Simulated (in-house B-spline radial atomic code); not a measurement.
# Tl⁵⁴⁺: excited configurations in jj coupling

Wanted: excitation energies of Tl⁵⁴⁺ as differences of total energies (ΔSCF).

The numbers are computed with in-house B-spline radial atomic code version 1 (Dirac-Hartree-Fock, average of configuration, Fermi nucleus, basis-set limit), except any that are marked as measured or tabulated.

## (1) The system

```
element       : thallium (Z = 81)
charge        : +54
electrons     : 27
configuration : 1s2 2s2 2p6 3s2 3p6 3d-4 3d+5
Hamiltonian   : Dirac-Coulomb
nucleus       : Fermi, rms radius 5.476 fm
```

In configurations, a minus sign after the shell means j = l − 1/2 and a plus sign j = l + 1/2; the count of electrons follows.

The run's settings:

```ini
Z = 81
electrons = 27.0
configuration = 1s2 2s2 2p6 3s2 3p6 3d-4 3d+5
hamiltonian = dirac
method = hf
spin_polarised = False
nucleus = fermi
rms_radius = 5.4759
mass_number = 205
atomic_mass = 204.974427318
speed_of_light = 137.035999084
```

The reference is known from an earlier run: -17898.349173 hartree in all. Up to eight levels, counted from the top:

```
orbital  occupation  energy (eV)  <r> (bohr)
  2s1/2           2     -18609.2     0.06783
  2p1/2           2     -17979.3     0.05578
  2p3/2           4     -15892.8     0.06444
  3s1/2           2     -6685.62      0.1725
  3p1/2           2     -6414.80      0.1628
  3p3/2           4     -5912.49      0.1771
  3d3/2           4     -5493.44      0.1533
  3d5/2           5     -5385.07      0.1577
```

## (2) Configuration 1s2 2s2 2p6 3s2 3p6 3d-2 3d+6 6d+1

The run's settings:

```ini
Z = 81
electrons = 27.0
configuration = 1s2 2s2 2p6 3s2 3p6 3d-2 3d+6 6d+1
hamiltonian = dirac
method = hf
spin_polarised = False
nucleus = fermi
rms_radius = 5.4759
mass_number = 205
atomic_mass = 204.974427318
speed_of_light = 137.035999084
```

## (3) Run with 1s2 2s2 2p6 3s2 3p-2 3p+3 3d-4 3d+5 6p+1

Changes to the settings of step 2:

```diff
@@ -2,3 +2,3 @@
 electrons = 27.0
-configuration = 1s2 2s2 2p6 3s2 3p6 3d-2 3d+6 6d+1
+configuration = 1s2 2s2 2p6 3s2 3p-2 3p+3 3d-4 3d+5 6p+1
 hamiltonian = dirac
```

## (4) 1s2 2s2 2p6 3s2 3p-2 3p+3 3d-4 3d+5 4d+1

Changes to the settings of step 3:

```diff
@@ -2,3 +2,3 @@
 electrons = 27.0
-configuration = 1s2 2s2 2p6 3s2 3p-2 3p+3 3d-4 3d+5 6p+1
+configuration = 1s2 2s2 2p6 3s2 3p-2 3p+3 3d-4 3d+5 4d+1
 hamiltonian = dirac
```

## (5) Configuration 1s2 2s2 2p6 3s2 3p-2 3p+3 3d-4 3d+5 4f-1

Changes to the settings of step 4:

```diff
@@ -2,3 +2,3 @@
 electrons = 27.0
-configuration = 1s2 2s2 2p6 3s2 3p-2 3p+3 3d-4 3d+5 4d+1
+configuration = 1s2 2s2 2p6 3s2 3p-2 3p+3 3d-4 3d+5 4f-1
 hamiltonian = dirac
```

## (6) 1s2 2s2 2p6 3s2 3p6 3d-2 3d+6 6p+1

Changes to the settings of step 5:

```diff
@@ -2,3 +2,3 @@
 electrons = 27.0
-configuration = 1s2 2s2 2p6 3s2 3p-2 3p+3 3d-4 3d+5 4f-1
+configuration = 1s2 2s2 2p6 3s2 3p6 3d-2 3d+6 6p+1
 hamiltonian = dirac
```

## (7) 1s2 2s2 2p6 3s2 3p6 3d-3 3d+6

Changes to the settings of step 6:

```diff
@@ -2,3 +2,3 @@
 electrons = 27.0
-configuration = 1s2 2s2 2p6 3s2 3p6 3d-2 3d+6 6p+1
+configuration = 1s2 2s2 2p6 3s2 3p6 3d-3 3d+6
 hamiltonian = dirac
```

Q: How far above the reference does each configuration lie (order and size, in eV)?

**Answer**, as computed:

| net move | configuration | energy above the reference (eV) | with Breit, QED, recoil (eV) | largest <r> (bohr) |
| --- | --- | --- | --- | --- |
| 3d3/2 → 3d5/2 | 1s2 2s2 2p6 3s2 3p6 3d-3 3d+6 | 105.08 | 103.41 | 0.177 |
| 3p3/2 → 4d5/2 | 1s2 2s2 2p6 3s2 3p-2 3p+3 3d-4 3d+5 4d+1 | 3060.64 | 3053.52 | 0.341 |
| 3p3/2 → 4f5/2 | 1s2 2s2 2p6 3s2 3p-2 3p+3 3d-4 3d+5 4f-1 | 3231.37 | 3223.82 | 0.305 |
| 2×3d3/2 → 3d5/2, 6p3/2 | 1s2 2s2 2p6 3s2 3p6 3d-2 3d+6 6p+1 | 4317.50 | 4310.84 | 0.862 |
| 2×3d3/2 → 3d5/2, 6d5/2 | 1s2 2s2 2p6 3s2 3p6 3d-2 3d+6 6d+1 | 4372.70 | 4365.62 | 0.865 |
| 3p3/2 → 6p3/2 | 1s2 2s2 2p6 3s2 3p-2 3p+3 3d-4 3d+5 6p+1 | 4633.68 | 4626.04 | 0.863 |

**Reading.** The lowest of them is 3d3/2 → 3d5/2 at 105.08 eV and the highest 3p3/2 → 6p3/2 at 4633.68 eV. Two partly filled shells share a symmetry and can mix in the average, which may lower the energy, for: 3p3/2 → 4d5/2; 3p3/2 → 6p3/2. These are averages over configurations, without correlation, not spectroscopic levels.
